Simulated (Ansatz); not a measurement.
# H5InO3S: the cost of one run

Method: RHF/def2-SVP, in Ansatz 0.2.0.

**1. Starting point**

Bond lengths: In1–S2 2.884 Å, In1–O3 1.955 Å, In1–O4 1.957 Å, In1–O6 2.432 Å, S2–H7 1.329 Å, O3–H8 0.958 Å, O4–H9 0.956 Å, O6–H10 0.960 Å. Angles: In1–S2–H7 88.1°, S2–In1–O3 117.3°, S2–In1–O4 121.6°, S2–In1–O6 67.0°, O3–In1–O4 116.3°, O3–In1–O6 102.2°, O4–In1–O6 120.7°, In1–O3–H8 107.3°, In1–O4–H9 111.7°, In1–O6–H10 110.2°.

Coordinates:

```xyz
10

In    0.4662   -0.5156    0.2295
S     0.6044    1.8610   -1.3991
O     0.2655   -0.2714    2.1585
O     1.2602   -2.2066   -0.3537
H    -1.0067    1.1237   -1.1136
O    -1.7051    0.1913   -0.6065
H     0.5050    2.5776   -0.2840
H     0.5694   -1.0764    2.5800
H     1.2517   -2.2920   -1.3057
H    -2.2106    0.6085    0.0944
```

**2. A restrained relaxation towards end A**

Springs on the bonds that form and break draw the guess towards this end; the thresholds are loose.

input.yaml

```yaml
crystal:
  periodic: [false, false, false]
  atoms:
    - { symbol: In, position_ang: [0.4662, -0.5156, 0.2295] }
    - { symbol: S, position_ang: [0.6044, 1.861, -1.3991] }
    - { symbol: O, position_ang: [0.2655, -0.2714, 2.1585] }
    - { symbol: O, position_ang: [1.2602, -2.2066, -0.3537] }
    - { symbol: H, position_ang: [-1.0067, 1.1237, -1.1136] }
    - { symbol: O, position_ang: [-1.7051, 0.1913, -0.6065] }
    - { symbol: H, position_ang: [0.505, 2.5776, -0.284] }
    - { symbol: H, position_ang: [0.5694, -1.0764, 2.58] }
    - { symbol: H, position_ang: [1.2517, -2.292, -1.3057] }
    - { symbol: H, position_ang: [-2.2106, 0.6085, 0.0944] }
basis:
  gaussian: { orbitals: def2-SVP }
hamiltonian:
  xc: hf
relax:
  f_tol: 0.15
  max_steps: 25
  restrain:
    - { distance: [0, 5], at: 3.38, k: 30.0 }
    - { distance: [4, 1], at: 2.66, k: 30.0 }
    - { distance: [0, 1], at: 2.47, k: 30.0 }
    - { distance: [4, 5], at: 0.97, k: 30.0 }
```

Command:

```console
$ ansatz run input.yaml --threads 2 --pin off --max-ram 3072MiB --backend cpu --events-out ev --progress --plain --runs-dir out
```

**Question.** How long does this run take on 2 threads of Arm Neoverse V1, shared host, and how much memory does it need?

About 22 s, with a peak of 0.26 GiB.
